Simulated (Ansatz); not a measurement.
**Ni (Fm-3m): equation of state**

Aim: the bulk modulus of Ni (Fm-3m) from energies at several volumes around the relaxed one. The run doesn't test whether this is the element's stable form.

Method: DFT PBE, scalar-relativistic, plane waves, PAW, in Ansatz 0.2.0.

Spin polarisation is switched off on purpose; where the compound carries moments, volume, stiffness and gap are then not the real material's.

### Step 1. The system as given

It takes space group Fm-3m (No. 225, cubic). Conventional cell: a = 3.511 Å, b = 3.511 Å, c = 3.511 Å, α = 90.00°, β = 90.00°, γ = 90.00°. Ni (site symmetry m-3m) has 12 Ni at 2.48 Å as nearest neighbours.

Coordinates:

```cif
data_structure
_symmetry_space_group_name_H-M 'Fm-3m'
_symmetry_Int_Tables_number 225
_cell_length_a 3.5109
_cell_length_b 3.5109
_cell_length_c 3.5109
_cell_angle_alpha 90.000
_cell_angle_beta 90.000
_cell_angle_gamma 90.000
_cell_volume 43.28
loop_
_atom_site_label
_atom_site_type_symbol
_atom_site_symmetry_multiplicity
_atom_site_Wyckoff_symbol
_atom_site_fract_x
_atom_site_fract_y
_atom_site_fract_z
_atom_site_occupancy
Ni1 Ni 4 a 0.00000 0.00000 0.00000 1
```

This cell comes from an earlier session at PBE: 10.819 Å³/atom at 0.00 GPa, on a 22×22×22 mesh.

Volume factors to run: 0.980, 1.020, 0.960, 1.040.

### Step 2. Volume × 0.980

The input, input.yaml:

```yaml
crystal:
  lattice:
    - [0.0, 1.7436505052, 1.7436505052]
    - [1.7436505052, 0.0, 1.7436505052]
    - [1.7436505052, 1.7436505052, 0.0]
  atoms:
    - { symbol: Ni, position: [0.0, 0.0, 0.0] }
basis:
  ecutwfc: 420
  ecutrho_ratio: 4
kpoints:
  mp_grid: { grid: [22, 22, 22] }
hamiltonian:
  xc: pbe
scf:
  occupations: { method: gaussian, width: 0.05 }
output:
  forces: true
  stress: true
  eigenvalues: true
```

Started as:

```sh
$ ansatz run input.yaml --threads 1 --pin off --max-ram 2560MiB --backend cpu --events-out ev --progress --plain --runs-dir out
```

Standard output (excerpt; [...] marks lines left out):

```text
Warning: RAYON_NUM_THREADS=1 ignored (pool sized by the plan → 1); use --threads N
[...]
Pseudopotentials: kind: paw
Pseudopotential: Ni, paw, valence charge 18, recommended cutoff 420 eV (normal), Ni.paw.azcp
Functional definition: PBE
[...]
Crystal: 1 atoms, lattice volume = 10.603 Å³
Basis set: ecut = 420 eV, 181 PW (Γ), exchange–correlation on 36×36×36 points (8 copies of the dense FFT grid, shifted against one another)
Bands: 13, of which v1, the nominal top of the filled ones, is band 9 counted from 1 (8 counted from 0)
Symmetry: 48 space group operations
Space group: Fm-3m (ITA 225), of the structure as read, at distance tolerance 2.2e-5 Å
k-points: 328 of 10648
[...]
SCF iter   1: F=—  HF=-5839.659010 eV  |F-HF|=—  |Δ(HF+E_count)|=         —  Δρ=4.19e-3  dr2=2.35e-4  ethr=1.77e-3  ⟨swp⟩=5.7  Hψ=23498  notcnv=0
[...]
SCF iter   6: F=-5839.658942 eV  HF=-5839.658942 eV  |F-HF|=2.27e-8  |Δ(HF+E_count)|=   2.29e-9  Δρ=2.09e-5  dr2=2.34e-8  ethr=5.12e-10  ⟨swp⟩=3.0  Hψ=15175  notcnv=0
[...]
SCF converged after 6 iterations
Free energy (F): -5839.658942 eV
[...]
E sigma→0 (E₀):  -5839.656062 eV
Entropy (-TS):   -0.005759 eV (-5.759 meV/atom)
Fermi energy:    18.574036 eV
[...]
--- Forces (eV/Å), atoms counted from 1 ---
  atom   1  Ni    -0.00000000    -0.00000000     0.00000000
[...]
--- Stress (GPa, compression-positive) ---
        4.322062       0.000000      -0.000000
       -0.000000       4.322062       0.000000
        0.000000      -0.000000       4.322062
  P = ⅓ Tr σ = 4.3221 GPa (43.221 kbar)
--- Band table (eV; the first three rows and the last of 328) ---
  k-point 0: bands = ["-84.4995", "-44.7542", "-44.7542", "-44.7542", "9.4541", "16.6476", "16.6476", "16.6476", "17.8028", "17.8028", "42.3996", "46.6433", "46.6433"]
[...]
```

Run time: 1.5 s. Hardware: 1 thread of Intel Xeon 6975P-C (Granite Rapids), shared host; peak memory 0.35 GiB.

Result: volume 10.603 Å³/atom, pressure 4.32 GPa, no gap.

### Step 3. Volume × 1.020

Changes to input.yaml since step 2:

```diff
@@ -2,5 +2,5 @@
   lattice:
-    - [0.0, 1.7436505052, 1.7436505052]
-    - [1.7436505052, 0.0, 1.7436505052]
-    - [1.7436505052, 1.7436505052, 0.0]
+    - [0.0, 1.7670580031, 1.7670580031]
+    - [1.7670580031, 0.0, 1.7670580031]
+    - [1.7670580031, 1.7670580031, 0.0]
   atoms:
```

Started as:

```sh
$ ansatz run input.yaml --threads 1 --pin off --max-ram 2560MiB --backend cpu --events-out ev --progress --plain --runs-dir out
```

Standard output (excerpt; [...] marks lines left out):

```text
Warning: RAYON_NUM_THREADS=1 ignored (pool sized by the plan → 1); use --threads N
[...]
[... 3 set-up lines as earlier in the session ...]
[...]
Crystal: 1 atoms, lattice volume = 11.035 Å³
Basis set: ecut = 420 eV, 181 PW (Γ), exchange–correlation on 36×36×36 points (8 copies of the dense FFT grid, shifted against one another)
Bands: 13, of which v1, the nominal top of the filled ones, is band 9 counted from 1 (8 counted from 0)
[... 2 set-up lines as earlier in the session ...]
k-points: 328 of 10648
[...]
SCF iter   1: F=—  HF=-5839.659252 eV  |F-HF|=—  |Δ(HF+E_count)|=         —  Δρ=4.18e-3  dr2=3.02e-4  ethr=1.77e-3  ⟨swp⟩=5.7  Hψ=23473  notcnv=0
[...]
SCF iter   6: F=-5839.659157 eV  HF=-5839.659157 eV  |F-HF|=7.39e-8  |Δ(HF+E_count)|=   1.20e-8  Δρ=3.69e-5  dr2=7.67e-8  ethr=5.56e-10  ⟨swp⟩=4.7  Hψ=16501  notcnv=0
[...]
SCF converged after 6 iterations
Free energy (F): -5839.659157 eV
[...]
E sigma→0 (E₀):  -5839.656108 eV
Entropy (-TS):   -0.006098 eV (-6.098 meV/atom)
Fermi energy:    17.648569 eV
[...]
--- Forces (eV/Å), atoms counted from 1 ---
  atom   1  Ni    -0.00000000     0.00000000     0.00000000
[...]
--- Stress (GPa, compression-positive) ---
       -3.844485      -0.000000      -0.000000
        0.000000      -3.844485      -0.000000
        0.000000       0.000000      -3.844485
  P = ⅓ Tr σ = -3.8445 GPa (-38.445 kbar)
--- Band table (eV; the first three rows and the last of 328) ---
  k-point 0: bands = ["-85.3451", "-45.6184", "-45.6184", "-45.6184", "8.8146", "15.8339", "15.8339", "15.8339", "16.9217", "16.9217", "41.1515", "45.0905", "45.0905"]
[...]
```

It took 1.7 s on 1 thread of Intel Xeon 6975P-C (Granite Rapids), shared host; peak memory 0.35 GiB.

Result: volume 11.035 Å³/atom, pressure -3.84 GPa, a metal on this mesh.

### Step 4. At 0.960 of the relaxed volume

Changes to input.yaml since step 3:

```diff
@@ -2,5 +2,5 @@
   lattice:
-    - [0.0, 1.7670580031, 1.7670580031]
-    - [1.7670580031, 0.0, 1.7670580031]
-    - [1.7670580031, 1.7670580031, 0.0]
+    - [0.0, 1.7317073187, 1.7317073187]
+    - [1.7317073187, 0.0, 1.7317073187]
+    - [1.7317073187, 1.7317073187, 0.0]
   atoms:
```

Started as:

```sh
$ ansatz run input.yaml --threads 1 --pin off --max-ram 2560MiB --backend cpu --events-out ev --progress --plain --runs-dir out
```

Standard output (excerpt; [...] marks lines left out):

```text
Warning: RAYON_NUM_THREADS=1 ignored (pool sized by the plan → 1); use --threads N
[...]
[... 3 set-up lines as earlier in the session ...]
[...]
Crystal: 1 atoms, lattice volume = 10.386 Å³
Basis set: ecut = 420 eV, 181 PW (Γ), exchange–correlation on 36×36×36 points (8 copies of the dense FFT grid, shifted against one another)
Bands: 13, of which v1, the nominal top of the filled ones, is band 9 counted from 1 (8 counted from 0)
[... 2 set-up lines as earlier in the session ...]
k-points: 328 of 10648
[...]
SCF iter   1: F=—  HF=-5839.649945 eV  |F-HF|=—  |Δ(HF+E_count)|=         —  Δρ=4.26e-3  dr2=2.24e-4  ethr=1.77e-3  ⟨swp⟩=5.7  Hψ=23464  notcnv=0
[...]
SCF iter   6: F=-5839.649888 eV  HF=-5839.649888 eV  |F-HF|=5.18e-8  |Δ(HF+E_count)|=   1.17e-8  Δρ=3.04e-5  dr2=4.68e-8  ethr=5.56e-10  ⟨swp⟩=4.5  Hψ=16226  notcnv=0
[...]
SCF converged after 6 iterations
Free energy (F): -5839.649888 eV
[...]
E sigma→0 (E₀):  -5839.647093 eV
Entropy (-TS):   -0.005590 eV (-5.590 meV/atom)
Fermi energy:    19.066163 eV
[...]
--- Forces (eV/Å), atoms counted from 1 ---
  atom   1  Ni    -0.00000000     0.00000000    -0.00000000
[...]
--- Stress (GPa, compression-positive) ---
        9.181774       0.000000       0.000000
        0.000000       9.181774      -0.000000
        0.000000      -0.000000       9.181774
  P = ⅓ Tr σ = 9.1818 GPa (91.818 kbar)
--- Band table (eV; the first three rows and the last of 328) ---
  k-point 0: bands = ["-84.0503", "-44.2944", "-44.2944", "-44.2944", "9.7961", "17.0795", "17.0795", "17.0795", "18.2709", "18.2709", "43.0567", "47.4591", "47.4591"]
[...]
```

It took 1.5 s on 1 thread of Intel Xeon 6975P-C (Granite Rapids), shared host; peak memory 0.35 GiB.

Read off: volume 10.386 Å³/atom, pressure 9.18 GPa, no gap.

### Step 5. At 1.040 of the relaxed volume

Changes to input.yaml since step 4:

```diff
@@ -2,5 +2,5 @@
   lattice:
-    - [0.0, 1.7317073187, 1.7317073187]
-    - [1.7317073187, 0.0, 1.7317073187]
-    - [1.7317073187, 1.7317073187, 0.0]
+    - [0.0, 1.7785327272, 1.7785327272]
+    - [1.7785327272, 0.0, 1.7785327272]
+    - [1.7785327272, 1.7785327272, 0.0]
   atoms:
```

Started as:

```sh
$ ansatz run input.yaml --threads 1 --pin off --max-ram 2560MiB --backend cpu --events-out ev --progress --plain --runs-dir out
```

Standard output (excerpt; [...] marks lines left out):

```text
Warning: RAYON_NUM_THREADS=1 ignored (pool sized by the plan → 1); use --threads N
[...]
[... 3 set-up lines as earlier in the session ...]
[...]
Crystal: 1 atoms, lattice volume = 11.252 Å³
Basis set: ecut = 420 eV, 229 PW (Γ), exchange–correlation on 36×36×36 points (8 copies of the dense FFT grid, shifted against one another)
Bands: 13, of which v1, the nominal top of the filled ones, is band 9 counted from 1 (8 counted from 0)
[... 2 set-up lines as earlier in the session ...]
k-points: 328 of 10648
[...]
SCF iter   1: F=—  HF=-5839.651720 eV  |F-HF|=—  |Δ(HF+E_count)|=         —  Δρ=4.27e-3  dr2=3.62e-4  ethr=1.77e-3  ⟨swp⟩=5.7  Hψ=23270  notcnv=0
[...]
SCF iter   6: F=-5839.651618 eV  HF=-5839.651618 eV  |F-HF|=7.18e-8  |Δ(HF+E_count)|=   1.23e-8  Δρ=3.61e-5  dr2=7.66e-8  ethr=5.56e-10  ⟨swp⟩=4.7  Hψ=16234  notcnv=0
[...]
SCF converged after 6 iterations
Free energy (F): -5839.651618 eV
[...]
E sigma→0 (E₀):  -5839.648484 eV
Entropy (-TS):   -0.006267 eV (-6.267 meV/atom)
Fermi energy:    17.212817 eV
[...]
--- Forces (eV/Å), atoms counted from 1 ---
  atom   1  Ni     0.00000000     0.00000000    -0.00000000
[...]
--- Stress (GPa, compression-positive) ---
       -7.259815       0.000000      -0.000000
       -0.000000      -7.259815       0.000000
        0.000000       0.000000      -7.259815
  P = ⅓ Tr σ = -7.2598 GPa (-72.598 kbar)
--- Band table (eV; the first three rows and the last of 328) ---
  k-point 0: bands = ["-85.7436", "-46.0253", "-46.0253", "-46.0253", "8.5152", "15.4501", "15.4501", "15.4501", "16.5066", "16.5066", "40.5573", "44.3287", "44.3287"]
[...]
```

It took 1.6 s on 1 thread of Intel Xeon 6975P-C (Granite Rapids), shared host; peak memory 0.35 GiB.

This gives: volume 11.252 Å³/atom, pressure -7.26 GPa, a metal on this mesh.

### Step 6. Energy and pressure against volume

Energies have the smearing extrapolated to zero and count from the lowest point.

| volume (Å³/atom) | energy (meV/atom) | pressure (GPa) | gap (eV) |
| --- | --- | --- | --- |
| 10.386 | 11.75 | 9.18 | metal |
| 10.603 | 2.78 | 4.32 | metal |
| 10.819 | 0.00 | 0.00 | metal |
| 11.035 | 2.73 | -3.84 | metal |
| 11.252 | 10.35 | -7.26 | metal |

volume (Å³/atom), energy (meV/atom) and a bar:
```
    10.39       11.7 ##############################
    10.60        2.8 #######
    10.82        0.0 
    11.04        2.7 #######
    11.25       10.4 ##########################
```

### Step 7. Summary of results

| quantity | value |
| --- | --- |
| V0 | 10.816 Å³/atom |
| B0 | 204 GPa |
| B0′ | 4.9 |
| scatter of the fit | 0.000 meV/atom |

A third-order Birch–Murnaghan fit puts the minimum at 10.82 Å³/atom with a bulk modulus of 204 GPa, a stiff solid. One per cent of compression takes about 2.0 GPa. These are values at 0 K without zero-point motion. Spin polarisation wasn't allowed in this run.

Real Ni is ferromagnetic; without spin these runs don't describe its ground state.
